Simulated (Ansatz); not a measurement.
Born–Oppenheimer molecular dynamics of a periodic cell of 24 atoms, Li$_{3}$BiB$_{2}$O$_{6}$ (host Li3BiB2O6, host structure P-1). It goes on from the last frame of an earlier run, with new velocities.

Method: Ansatz, DFT r2SCAN-D3(BJ), scalar-relativistic, plane waves, PAW. Settings: cutoff 500 eV, k mesh 2x1x1, fermi-dirac smearing 0.05 eV, no spin polarisation.

| Property | Result |
| --- | --- |
| ensemble | NVT, Langevin thermostat |
| time step | 1 fs |
| steps asked | 20 |
| set temperature | 1920 K |
| friction | 0.05 /fs |
| seed | 358480 |

Frames 2 fs apart, positions in Å, forces in eV/Å.

Velocities at 0.0 fs (Å/ps):

```
Li 23.22 8.69 21.75
Li -18.57 -3.08 -12.61
Li -24.79 -10.01 4.10
Li -3.12 -2.87 -18.72
Li 23.76 28.66 4.70
Li 19.63 13.24 -11.90
B 4.77 -6.01 17.37
B -5.77 5.00 7.95
B 4.99 6.88 -4.86
B -1.71 -13.84 15.00
Bi -1.06 0.18 1.41
Bi 0.22 0.24 1.18
O -1.87 -7.51 -1.28
O 1.75 3.28 -0.82
O 2.96 4.36 -0.12
O -4.92 -4.14 5.58
O -14.94 6.38 -34.66
O -17.21 7.05 4.47
O 4.14 -10.52 -19.72
O -9.52 1.36 -15.85
O 9.83 4.52 -3.94
O 10.32 5.86 10.05
O 9.74 -19.65 11.60
O 10.53 -6.06 -7.62
```

```xyz
24
Lattice="5.1727 0.0000 0.0000 0.2059 7.2084 0.0000 0.3454 2.8702 7.9045" Properties=species:S:1:pos:R:3:forces:R:3 time_fs=0.0 energy_less_start_eV=0.000 T=1840
Li 0.979 0.767 0.794 -0.16 0.11 -1.20
Li 2.131 9.203 5.990 -0.19 -0.46 -0.44
Li 1.777 2.913 2.967 0.43 -0.45 0.08
Li 3.618 7.162 5.087 1.10 0.38 0.14
Li 3.783 0.946 2.006 -0.50 0.50 0.08
Li 4.889 9.331 7.131 -0.97 0.08 0.07
B 1.332 7.556 3.446 0.39 -1.49 1.19
B 1.917 5.111 0.526 -7.02 -0.03 1.43
B 3.766 4.907 7.197 -0.77 -1.70 1.11
B 4.390 2.453 4.499 4.16 5.14 -3.67
Bi 1.171 5.217 5.721 -1.06 -0.17 -1.26
Bi 4.552 4.872 2.237 0.97 -0.12 -0.77
O 0.723 3.052 4.643 -1.47 -0.39 0.32
O 1.467 4.252 1.606 -0.47 0.06 0.40
O 1.143 8.626 7.802 2.29 -0.31 0.59
O 1.898 7.341 4.734 -0.24 0.33 -0.63
O 1.928 8.144 2.375 -0.04 -0.04 1.26
O 2.414 4.627 7.337 -0.57 -0.06 0.50
O 3.129 5.386 0.364 5.11 0.76 -0.49
O 3.812 1.941 5.449 -2.25 -3.21 4.82
O 3.769 2.944 3.372 0.31 0.12 -1.53
O 4.319 1.404 0.016 1.64 -1.86 2.32
O 4.209 5.655 6.214 0.50 2.69 -3.13
O 5.265 6.858 3.383 -1.17 0.12 -1.21
24
Lattice="5.1727 0.0000 0.0000 0.2059 7.2084 0.0000 0.3454 2.8702 7.9045" Properties=species:S:1:pos:R:3:forces:R:3 time_fs=2.0 energy_less_start_eV=0.465 T=1746
Li 1.022 0.790 0.836 -0.75 -0.02 -2.38
Li 2.106 9.187 5.965 -0.07 -0.43 -0.32
Li 1.717 2.885 2.961 0.60 -0.38 -0.05
Li 3.611 7.147 5.055 1.24 0.37 0.24
Li 3.826 1.008 2.012 -0.51 0.46 0.00
Li 4.922 9.348 7.118 -1.08 0.07 0.15
B 1.345 7.536 3.484 0.27 -0.60 -1.42
B 1.903 5.123 0.536 -4.77 0.09 0.97
B 3.775 4.915 7.190 -1.59 -3.47 3.63
B 4.389 2.442 4.513 4.98 6.15 -5.57
Bi 1.171 5.218 5.723 -0.93 -0.59 -1.09
Bi 4.552 4.874 2.237 0.74 -0.14 -0.99
O 0.719 3.032 4.641 -1.44 -0.46 0.58
O 1.467 4.261 1.607 -0.46 0.07 0.60
O 1.161 8.624 7.804 1.80 -0.07 0.33
O 1.892 7.326 4.742 0.11 0.55 -0.40
O 1.899 8.154 2.307 0.18 -0.70 4.59
O 2.378 4.641 7.353 0.80 0.23 0.19
O 3.146 5.368 0.320 3.40 0.25 0.00
O 3.791 1.938 5.423 -3.17 -4.07 6.27
O 3.786 2.954 3.364 0.34 -0.06 -1.29
O 4.338 1.413 0.045 0.59 -1.40 1.67
O 4.226 5.617 6.232 0.84 4.00 -4.97
O 5.282 6.848 3.361 -1.13 0.14 -0.76
24
Lattice="5.1727 0.0000 0.0000 0.2059 7.2084 0.0000 0.3454 2.8702 7.9045" Properties=species:S:1:pos:R:3:forces:R:3 time_fs=4.0 energy_less_start_eV=0.673 T=1705
Li 1.051 0.806 0.870 -1.42 -0.23 -3.91
Li 2.091 9.176 5.934 0.06 -0.42 -0.21
Li 1.663 2.856 2.947 0.73 -0.30 -0.16
Li 3.621 7.133 5.022 1.27 0.45 0.30
Li 3.876 1.067 2.006 -0.55 0.36 0.00
Li 4.935 9.360 7.116 -1.06 -0.06 0.23
B 1.365 7.512 3.514 -0.51 -0.06 -3.11
B 1.870 5.119 0.526 -1.09 0.13 1.04
B 3.778 4.913 7.197 -1.84 -4.01 4.65
B 4.402 2.463 4.498 3.75 4.77 -3.47
Bi 1.169 5.221 5.722 -0.77 -0.83 -1.01
Bi 4.551 4.876 2.237 0.44 0.01 -1.26
O 0.721 3.013 4.632 -1.63 -0.48 0.68
O 1.465 4.276 1.612 -0.45 -0.10 0.72
O 1.191 8.614 7.811 0.33 0.64 -0.61
O 1.891 7.309 4.750 0.44 0.58 -0.04
O 1.880 8.168 2.256 0.88 -0.93 7.23
O 2.333 4.656 7.371 1.97 0.43 -0.04
O 3.167 5.361 0.275 1.24 -0.39 0.74
O 3.768 1.927 5.415 -1.74 -2.82 4.06
O 3.802 2.968 3.349 0.30 -0.15 -1.17
O 4.352 1.415 0.078 -0.31 -0.94 1.04
O 4.240 5.586 6.234 0.72 4.10 -5.32
O 5.288 6.841 3.341 -0.75 0.26 -0.38
24
Lattice="5.1727 0.0000 0.0000 0.2059 7.2084 0.0000 0.3454 2.8702 7.9045" Properties=species:S:1:pos:R:3:forces:R:3 time_fs=6.0 energy_less_start_eV=0.988 T=1540
Li 1.056 0.807 0.888 -1.87 -0.46 -5.06
Li 2.092 9.154 5.916 0.17 -0.42 -0.19
Li 1.609 2.835 2.934 0.85 -0.24 -0.28
Li 3.642 7.123 4.975 1.24 0.54 0.36
Li 3.915 1.126 1.989 -0.59 0.25 0.13
Li 4.950 9.381 7.099 -1.06 -0.26 0.32
B 1.382 7.484 3.526 -1.24 0.42 -3.81
B 1.824 5.111 0.504 3.03 -0.59 1.98
B 3.783 4.903 7.222 -1.72 -3.33 3.86
B 4.434 2.502 4.481 1.66 2.50 -0.56
Bi 1.167 5.221 5.724 -0.53 -0.82 -1.13
Bi 4.547 4.876 2.238 0.09 0.20 -1.56
O 0.724 2.995 4.618 -1.86 -0.45 0.79
O 1.455 4.295 1.605 -0.47 -0.49 0.98
O 1.220 8.611 7.826 -2.10 2.17 -2.31
O 1.894 7.306 4.754 0.59 0.43 0.12
O 1.857 8.185 2.227 1.49 -1.01 8.80
O 2.290 4.669 7.390 2.89 0.51 -0.08
O 3.190 5.348 0.235 -0.33 -0.82 1.32
O 3.747 1.911 5.423 0.47 -0.82 0.98
O 3.815 2.976 3.335 0.35 -0.19 -1.01
O 4.361 1.416 0.108 -0.78 -0.77 0.79
O 4.263 5.558 6.229 0.03 3.30 -4.35
O 5.290 6.829 3.327 -0.32 0.35 -0.11
24
Lattice="5.1727 0.0000 0.0000 0.2059 7.2084 0.0000 0.3454 2.8702 7.9045" Properties=species:S:1:pos:R:3:forces:R:3 time_fs=8.0 energy_less_start_eV=1.179 T=1294
Li 1.037 0.811 0.884 -1.82 -0.53 -5.02
Li 2.093 9.116 5.894 0.25 -0.42 -0.18
Li 1.573 2.809 2.928 0.92 -0.13 -0.33
Li 3.680 7.132 4.921 1.05 0.57 0.42
Li 3.938 1.182 1.982 -0.61 0.15 0.24
Li 4.969 9.375 7.068 -1.16 -0.37 0.35
B 1.384 7.460 3.513 -1.13 0.67 -3.23
B 1.788 5.096 0.478 5.81 -1.35 2.89
B 3.774 4.879 7.255 -1.08 -1.92 1.87
B 4.479 2.546 4.468 -0.26 0.61 1.22
Bi 1.167 5.221 5.729 -0.36 -0.59 -1.39
Bi 4.543 4.877 2.238 -0.23 0.37 -1.82
O 0.725 2.978 4.621 -1.88 -0.35 0.69
O 1.434 4.312 1.591 -0.42 -1.01 1.31
O 1.233 8.616 7.834 -3.79 3.55 -3.66
O 1.899 7.310 4.760 0.40 0.29 -0.39
O 1.838 8.187 2.223 1.57 -1.08 8.74
O 2.261 4.683 7.403 3.47 0.43 0.16
O 3.215 5.327 0.211 -1.23 -1.03 1.58
O 3.727 1.888 5.433 2.14 0.74 -1.04
O 3.820 2.987 3.328 0.60 -0.26 -0.75
O 4.372 1.420 0.122 -1.01 -0.83 0.97
O 4.285 5.534 6.216 -0.96 2.14 -2.65
O 5.299 6.810 3.318 -0.28 0.35 0.01
24
Lattice="5.1727 0.0000 0.0000 0.2059 7.2084 0.0000 0.3454 2.8702 7.9045" Properties=species:S:1:pos:R:3:forces:R:3 time_fs=10.0 energy_less_start_eV=1.156 T=1479
Li 1.015 0.811 0.858 -1.44 -0.51 -4.13
Li 2.079 9.081 5.867 0.33 -0.43 -0.18
Li 1.551 2.791 2.914 0.94 -0.06 -0.28
Li 3.734 7.148 4.874 0.75 0.57 0.47
Li 3.949 1.227 1.976 -0.61 0.06 0.39
Li 4.975 9.346 7.040 -1.28 -0.39 0.32
B 1.393 7.428 3.482 -0.83 1.13 -1.97
B 1.775 5.091 0.460 6.09 -1.10 2.81
B 3.770 4.848 7.292 -0.72 -0.77 0.24
B 4.516 2.585 4.461 -1.59 -0.68 1.77
Bi 1.165 5.221 5.734 -0.08 -0.37 -1.67
Bi 4.539 4.877 2.236 -0.43 0.60 -1.98
O 0.724 2.952 4.629 -1.58 -0.09 0.51
O 1.413 4.337 1.575 -0.28 -1.50 1.64
O 1.223 8.628 7.831 -3.39 3.60 -3.77
O 1.908 7.304 4.771 0.15 0.09 -1.31
O 1.823 8.183 2.233 1.44 -1.24 7.63
O 2.237 4.695 7.416 3.98 0.31 0.43
O 3.240 5.308 0.208 -1.81 -1.04 1.57
O 3.708 1.872 5.432 2.90 1.55 -1.79
O 3.825 2.999 3.318 0.84 -0.30 -0.50
O 4.386 1.418 0.141 -1.22 -0.89 1.15
O 4.304 5.506 6.208 -1.70 1.35 -1.39
O 5.310 6.805 3.311 -0.45 0.10 0.02
24
Lattice="5.1727 0.0000 0.0000 0.2059 7.2084 0.0000 0.3454 2.8702 7.9045" Properties=species:S:1:pos:R:3:forces:R:3 time_fs=12.0 energy_less_start_eV=0.841 T=1385
Li 0.990 0.804 0.803 -0.85 -0.51 -2.55
Li 2.067 9.047 5.841 0.33 -0.43 -0.15
Li 1.531 2.764 2.890 0.89 0.04 -0.13
Li 3.788 7.177 4.834 0.45 0.51 0.50
Li 3.938 1.270 1.984 -0.56 -0.01 0.52
Li 4.979 9.314 7.010 -1.39 -0.36 0.28
B 1.405 7.385 3.439 -0.70 1.88 -0.60
B 1.788 5.073 0.454 4.20 0.79 1.20
B 3.772 4.822 7.330 -0.33 -0.18 -0.64
B 4.532 2.611 4.469 -2.42 -1.34 1.42
Bi 1.166 5.219 5.738 0.11 -0.17 -1.83
Bi 4.535 4.875 2.231 -0.52 0.83 -2.08
O 0.716 2.927 4.638 -1.15 0.20 0.40
O 1.393 4.359 1.554 -0.07 -2.19 2.32
O 1.194 8.633 7.823 -1.08 2.24 -2.71
O 1.913 7.295 4.777 0.13 -0.22 -1.98
O 1.808 8.179 2.256 1.20 -1.52 5.63
O 2.224 4.703 7.431 4.36 0.25 0.59
O 3.253 5.291 0.201 -2.21 -1.10 1.58
O 3.692 1.868 5.425 3.12 1.90 -1.93
O 3.830 3.007 3.303 1.06 -0.37 -0.11
O 4.404 1.405 0.181 -1.81 -0.51 0.66
O 4.309 5.488 6.204 -1.95 0.67 -0.30
O 5.316 6.809 3.310 -0.81 -0.40 -0.08
24
Lattice="5.1727 0.0000 0.0000 0.2059 7.2084 0.0000 0.3454 2.8702 7.9045" Properties=species:S:1:pos:R:3:forces:R:3 time_fs=14.0 energy_less_start_eV=0.735 T=1560
Li 0.972 0.798 0.731 -0.39 -0.64 -0.96
Li 2.057 9.041 5.824 0.36 -0.52 -0.09
Li 1.515 2.738 2.879 0.82 0.13 -0.02
Li 3.836 7.193 4.795 0.21 0.51 0.53
Li 3.915 1.308 2.006 -0.49 -0.10 0.56
Li 4.986 9.288 6.985 -1.57 -0.29 0.20
B 1.426 7.351 3.407 -1.08 2.28 0.24
B 1.806 5.044 0.460 2.27 2.89 -0.70
B 3.772 4.810 7.361 0.27 -0.14 -0.77
B 4.538 2.637 4.481 -3.08 -1.95 1.06
Bi 1.170 5.217 5.741 0.16 0.01 -1.83
Bi 4.528 4.873 2.228 -0.53 1.13 -2.21
O 0.706 2.895 4.652 -0.61 0.62 0.30
O 1.372 4.370 1.541 0.11 -2.71 2.86
O 1.163 8.644 7.808 1.33 0.67 -1.41
O 1.909 7.291 4.765 0.45 -0.57 -1.87
O 1.804 8.172 2.294 1.12 -1.54 3.50
O 2.219 4.708 7.450 4.60 0.35 0.49
O 3.260 5.281 0.179 -2.60 -1.32 1.81
O 3.684 1.877 5.418 3.05 2.03 -1.90
O 3.831 3.014 3.292 1.21 -0.33 0.16
O 4.421 1.389 0.227 -2.67 0.12 -0.18
O 4.309 5.482 6.208 -1.91 0.20 0.37
O 5.321 6.809 3.303 -1.04 -0.82 -0.15
24
Lattice="5.1727 0.0000 0.0000 0.2059 7.2084 0.0000 0.3454 2.8702 7.9045" Properties=species:S:1:pos:R:3:forces:R:3 time_fs=16.0 energy_less_start_eV=0.815 T=1560
Li 0.965 0.786 0.656 -0.15 -0.83 0.18
Li 2.052 9.027 5.811 0.36 -0.56 -0.01
Li 1.494 2.716 2.878 0.76 0.18 0.08
Li 3.879 7.204 4.761 0.04 0.49 0.54
Li 3.883 1.348 2.035 -0.41 -0.21 0.57
Li 4.985 9.267 6.958 -1.77 -0.19 0.11
B 1.444 7.327 3.395 -1.59 2.45 0.46
B 1.819 5.033 0.472 1.17 4.00 -2.05
B 3.774 4.796 7.400 0.66 -0.04 -1.13
B 4.532 2.646 4.511 -3.35 -2.16 0.32
Bi 1.173 5.215 5.742 0.18 0.06 -1.70
Bi 4.522 4.871 2.223 -0.62 1.35 -2.17
O 0.697 2.853 4.672 -0.27 1.00 0.29
O 1.349 4.373 1.534 0.34 -2.76 2.85
O 1.134 8.665 7.783 3.10 -0.48 -0.27
O 1.908 7.289 4.738 0.79 -0.93 -1.16
O 1.806 8.168 2.341 1.30 -1.30 1.68
O 2.231 4.714 7.468 4.62 0.45 0.38
O 3.271 5.276 0.158 -3.10 -1.47 2.10
O 3.672 1.889 5.405 2.83 1.91 -1.57
O 3.832 3.016 3.289 1.35 -0.22 0.40
O 4.434 1.364 0.272 -3.31 0.72 -0.87
O 4.307 5.481 6.210 -1.70 -0.25 1.04
O 5.324 6.813 3.284 -1.21 -1.22 -0.07
```

Of the whole run (20 fs, mean temperature of the second half 1685 K): The mean temperature of the second half is 12 % below the set value. A run of 0.02 ps of so small a system gives no equilibrium averages. Limits of this set-up: coarse k mesh.

Time of the run: 9.4 min on 1 thread of Arm Neoverse V2 (shared host), peak memory 1.2 GiB.
